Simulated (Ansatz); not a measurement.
# GaSiH3F2 (SMILES [F][Ga]([F])[SiH3]) at BLYP/6-31G(d) (spherical functions)

What is the electronic atomisation energy of GaSiH3F2 at BLYP/6-31G* (spherical functions)? 

The results are computed with Ansatz 0.2.0.

78 further runs of the same task are left out: 1 that didn't finish, 77 set aside as unsound or not needed. Runs told in other sessions of the task aren't counted.

### Step 1. Starting point

GaSiH3F2 has 7 atoms, charge 0, and is taken as a singlet. As SMILES, `[F][Ga]([F])[SiH3]`. The shape is that of a PBE0-D4/def2-TZVP optimisation.

Bond lengths: F1–Ga2 1.750 Å, Ga2–F3 1.749 Å, Ga2–Si4 2.387 Å, Si4–H5 1.483 Å, Si4–H6 1.483 Å, Si4–H7 1.484 Å. Angles: F1–Ga2–F3 110.4°, F1–Ga2–Si4 124.5°, F3–Ga2–Si4 125.2°, Ga2–Si4–H5 109.3°, Ga2–Si4–H6 108.8°, Ga2–Si4–H7 107.8°, H5–Si4–H6 110.6°, H5–Si4–H7 110.2°, H6–Si4–H7 110.0°.

### Step 2. A single-point energy at BLYP/6-31G(d) (spherical functions)

File input.yaml:

```yaml
crystal:
  periodic: [false, false, false]
  atoms:
    - symbol: F
      position_ang: [0.337700, -1.716900, 2.042000]
    - symbol: Ga
      position_ang: [0.749800, -0.872200, 0.566000]
    - symbol: F
      position_ang: [2.304600, -1.409500, -0.029300]
    - symbol: Si
      position_ang: [-0.636100, 0.761900, -0.486900]
    - symbol: H
      position_ang: [0.191200, 1.594100, -1.392900]
    - symbol: H
      position_ang: [-1.267600, 1.599600, 0.561500]
    - symbol: H
      position_ang: [-1.679500, 0.043100, -1.260400]
basis:
  gaussian:
    orbitals: 6-31G_st_-spherical.json
hamiltonian:
  xc: {name: BLYP}
output:
  orbitals: {seedname: orbitals}
accuracy: high
```

The basis set 6-31G* is read from a file made from the Basis Set Exchange's data (not shown).

Started as:

```bash
$ ansatz run input.yaml --threads 1 --pin off --max-ram 3480MiB --events-out events.jsonl --progress --plain --runs-dir runs
```

Log:

```text
Warning: RAYON_NUM_THREADS=1 ignored (pool sized by the plan → 1); use --threads N
Functional definition: BLYP
  name "BLYP"
  parameter beta = 0.0042
  parameter a = 0.04918
  parameter b = 0.132
  parameter c = 0.2533
  parameter d = 0.349
  exchange = b88_x(beta = beta)
  correlation = lyp_c(a = a, b = b, c = c, d = d)
1770 factors; integrals over basis functions are off by at most 5.7e-9 eV
mean field evaluation 1: about -65727.8312 eV, gradient 6.0e1 eV
mean field evaluation 2: about -65680.7585 eV, gradient 1.8e2 eV
mean field evaluation 4: about -65733.2104 eV, gradient 1.0e1 eV
mean field evaluation 8: about -65733.3528 eV, gradient 6.0e-1 eV
mean field evaluation 16: about -65733.3536 eV, gradient 1.2e-5 eV
mean field -65733.35358024 eV, -2415.6561884066 hartree, gradient 8.7e-8 eV, S^2 0.000000; 0 other end points of the search recorded, 0 dependent functions left out
reference -65733.35363851 eV, -2415.6561905480 hartree; 33, 33 occupied and 51, 51 virtual orbitals, 1770 factors
Total energy: -65733.35363851 eV, -2415.6561905480 hartree
```

Run time: 11 s. Hardware: 1 thread of Arm Neoverse N1, shared host; peak memory 0.21 GiB.

### Step 3. The F atom

File in.yaml:

```yaml
crystal:
  periodic: [false, false, false]
  atoms:
    - {symbol: F, position_ang: [0.000000, 0.000000, 0.000000]}
basis:
  gaussian:
    orbitals: 6-31G_st_-spherical.json
magnetization:
  spin_polarized: true
  initial_magnetization: 1
hamiltonian:
  xc: {name: BLYP}
accuracy: high
```

The basis set 6-31G* is read from a file made from the Basis Set Exchange's data (not shown).

Run the same way, it converges to -99.70127 Eh (log not shown).

### Step 4. The Ga atom, same level

File molecule.yaml:

```yaml
crystal:
  periodic: [false, false, false]
  atoms:
    - symbol: Ga
      position_ang: [0.000000, 0.000000, 0.000000]
basis:
  gaussian: {orbitals: 6-31G_st_-spherical.json}
magnetization: {spin_polarized: true, initial_magnetization: 1}
hamiltonian: {xc: {name: BLYP}}
accuracy: high
```

The basis set 6-31G* is read from a file made from the Basis Set Exchange's data (not shown).

Run the same way, it converges to -1924.61423 Eh (log not shown).

### Step 5. The H atom, same level

File input.yaml:

```yaml
basis:
  gaussian:
    orbitals: "6-31G*"
crystal:
  periodic: [false, false, false]
  atoms:
    - {symbol: H, position_ang: [0.000000, 0.000000, 0.000000]}
total_charge: 0
magnetization:
  spin_polarized: true
  initial_magnetization: 1
hamiltonian:
  xc: {name: BLYP}
accuracy: high
```

Started as:

```bash
$ ansatz run input.yaml --threads 1 --pin off --max-ram 3480MiB --events-out events.jsonl --progress --plain --runs-dir runs
```

Log:

```text
Warning: RAYON_NUM_THREADS=1 ignored (pool sized by the plan → 1); use --threads N
Functional definition: BLYP
  name "BLYP"
  parameter beta = 0.0042
  parameter a = 0.04918
  parameter b = 0.132
  parameter c = 0.2533
  parameter d = 0.349
  exchange = b88_x(beta = beta)
  correlation = lyp_c(a = a, b = b, c = c, d = d)
3 factors; integrals over basis functions are off by at most 5.4e-10 eV
mean field evaluation 1: about -13.4819 eV, gradient 3.0e-1 eV
mean field evaluation 2: about -13.4827 eV, gradient 2.5e-2 eV
mean field evaluation 4: about -13.4818 eV, gradient 4.7e-6 eV
mean field evaluation 8: about -13.4818 eV, gradient 4.2e-8 eV
mean field -13.48175429 eV, -0.4954453319 hartree, gradient 4.2e-8 eV, S^2 0.750000; 0 other end points of the search recorded, 0 dependent functions left out
reference -13.48177882 eV, -0.4954462333 hartree; 1, 0 occupied and 1, 2 virtual orbitals, 3 factors
Total energy: -13.48177882 eV, -0.4954462333 hartree
```

Wall time 0.14 s (1 thread of Arm Neoverse N1, shared host).

### Step 6. The Si atom, same level

File input.yaml:

```yaml
crystal:
  periodic: [false, false, false]
  atoms:
    - {symbol: Si, position_ang: [0.000000, 0.000000, 0.000000]}
basis:
  gaussian:
    orbitals: 6-31G_st_-spherical.json
hamiltonian:
  xc: {name: BLYP}
accuracy: high
magnetization:
  spin_polarized: true
  initial_magnetization: 2
```

The basis set 6-31G* is read from a file made from the Basis Set Exchange's data (not shown).

Started as:

```bash
$ ansatz run input.yaml --threads 1 --pin off --max-ram 3480MiB --events-out events.jsonl --progress --plain --runs-dir runs
```

Log:

```text
Warning: RAYON_NUM_THREADS=1 ignored (pool sized by the plan → 1); use --threads N
Functional definition: BLYP
  name "BLYP"
  parameter beta = 0.0042
  parameter a = 0.04918
  parameter b = 0.132
  parameter c = 0.2533
  parameter d = 0.349
  exchange = b88_x(beta = beta)
  correlation = lyp_c(a = a, b = b, c = c, d = d)
141 factors; integrals over basis functions are off by at most 2.6e-9 eV
mean field evaluation 1: about -7873.6080 eV, gradient 2.7e0 eV
mean field evaluation 2: about -7873.6839 eV, gradient 1.4e0 eV
mean field evaluation 4: about -7873.7035 eV, gradient 1.2e-1 eV
mean field evaluation 8: about -7873.7036 eV, gradient 3.6e-5 eV
mean field evaluation 16: about -7873.7036 eV, gradient 4.2e-2 eV
mean field evaluation 32: about -7873.7036 eV, gradient 2.1e-8 eV
mean field -7873.70363731 eV, -289.3532716831 hartree, gradient 2.6e-8 eV, S^2 2.001543; 3 other end points of the search recorded, 0 dependent functions left out
reference -7873.70366594 eV, -289.3532727354 hartree; 8, 6 occupied and 10, 12 virtual orbitals, 141 factors
Total energy: -7873.70366594 eV, -289.3532727354 hartree
```

Run time: 1.8 s. Hardware: 1 thread of Arm Neoverse N1, shared host.

### Step 7. Outcome

Level: BLYP/6-31G* (spherical functions).

| quantity | value |
| --- | --- |
| molecule: total energy | -2415.65619 Eh |
| molecule: HOMO energy | -7.44 eV |
| molecule: LUMO energy | -2.16 eV |
| molecule: HOMO–LUMO gap | 5.28 eV |
| F atom: total energy | -99.70127 Eh |
| F atom: ⟨S²⟩ | 0.751 |
| Ga atom: total energy | -1924.61423 Eh |
| Ga atom: ⟨S²⟩ | 0.751 |
| H atom: total energy | -0.49545 Eh |
| H atom: ⟨S²⟩ | 0.750 |
| Si atom: total energy | -289.35327 Eh |
| Si atom: ⟨S²⟩ | 2.002 |
| electronic atomisation energy | 21.764 eV |

What this shows: Taking the molecule apart into free atoms costs 21.76 eV (2100 kJ/mol), before zero-point energy and without spin-orbit coupling.
